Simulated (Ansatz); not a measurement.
# AsFH2: the cost of one run

Method: def2-QZVPP, all electrons in the functionals, frozen cores in the correlation of double hybrids and RPA; program: Ansatz 0.2.0, Gaussian basis.

Plan: PBE, BLYP, r2SCAN, B97M-V, PBE0, B3LYP, wB97M-V, B2PLYP, at charge 0, triplet; charge 0, singlet; charge 0, quintet; charge 1, doublet; charge 1, quartet (not every functional at every point).

10 further runs of the same task are left out: 2 that didn't finish, 8 set aside as unsound or not needed.

## Step 1: What is computed

The geometry is a PBE0/def2-TZVP stationary point (not a proven minimum). No spin-orbit coupling is included. The filled d shell of As may be among the frozen orbitals whatever the setting's name suggests; the logs give the count.

4 atoms, charge 0, spin multiplicity 3.

Atoms are counted from 1 here; the program's logs count them from 0.

Bond lengths: F1–As2 1.751 Å, As2–H3 1.617 Å, As2–H4 1.617 Å. Angles: F1–As2–H3 85.8°, F1–As2–H4 85.8°, H3–As2–H4 171.7°.

No dispersion term is added; B97M-V, wB97M-V hold VV10 nonlocal correlation. B3LYP takes the VWN-RPA correlation.

The geometry shown and the zero of energy belong to the point charge 0, triplet. The yardstick, RCCSD(T), and other wave-function levels (R restricted, U unrestricted, valence and pair active spaces) come from earlier runs.

## Step 2: PBE, charge 0, triplet

Contents of in.yaml:

```yaml
crystal:
  periodic: [false, false, false]
  atoms:
    - {symbol: F, position_ang: [0.000000, 0.000000, 1.402006]}
    - {symbol: As, position_ang: [0.000000, 0.000000, -0.349279]}
    - {symbol: H, position_ang: [0.000000, 1.613159, -0.231823]}
    - {symbol: H, position_ang: [0.000000, -1.613159, -0.231823]}
basis:
  gaussian: {orbitals: "def2-QZVPP.json"}
magnetization: {spin_polarized: true, initial_magnetization: 2}
hamiltonian: {xc: {name: PBE}}
output: {orbitals: {seedname: orbitals}}
```

Command:

```bash
> ansatz run in.yaml --threads 1 --pin off --events-out ev --progress --plain --max-ram 2393MiB
```

**Question.** How long does this run take on 1 thread of Arm Neoverse V2, shared host?

About 4 s.
